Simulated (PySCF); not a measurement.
# C2H6F2Si2: the cost of one run

The runs use PySCF 2.14.0, with density-fitted response routines of our own; the level of theory stands in each step. All values are computed, except where a source is named. Atoms are numbered from 0 throughout.

## (1) Starting geometry

12 atoms, charge 0, multiplicity 1; geometry from: GFN2-xTB. The atoms were then displaced at random by about 0.01 Å, so the start is not that level's minimum.

Bonds of the start (Å): F0–C1 1.40, C1–F2 1.37, C1–Si3 1.94, Si3–C4 1.96, C4–Si5 1.91, Si5–C1 1.95, Si3–H6 1.46, Si3–H7 1.45, C4–H8 1.06, C4–H9 1.10, Si5–H10 1.47, Si5–H11 1.46.

## (2) Relaxing the molecule at PBE0-D3(BJ)/def2-SVP

Job settings and geometry (Å):

```
{"job": {"xc": "PBE0", "basis": "def2-SVP", "d3": "d3bj", "grid": 1, "shake": 0.01, "kind": "geom"}, "charge": 0, "multiplicity": 1}
F      1.693660    -0.465830     1.644530
C      1.180710    -0.301540     0.355490
F      2.257810    -0.551580    -0.455810
Si     0.314470     1.402340     0.002150
C     -1.260930     0.308710    -0.393940
Si    -0.401450    -1.365710    -0.047200
H      0.194080     2.224940     1.203900
H      0.877900     2.108190    -1.138050
H     -1.628620     0.429700    -1.381570
H     -2.113750     0.508400     0.272670
H     -0.883700    -2.103860     1.133440
H     -0.190510    -2.222030    -1.204630
```

Run with:

```sh
> OMP_NUM_THREADS=1 python probes_run.py task.json out
```

One launch serves the whole session: the jobs run in the order shown.

Q: Estimate the wall time and peak memory of this first job on 1 thread of Arm Neoverse V1, shared host.

About 41 s, with a peak of 0.51 GiB.
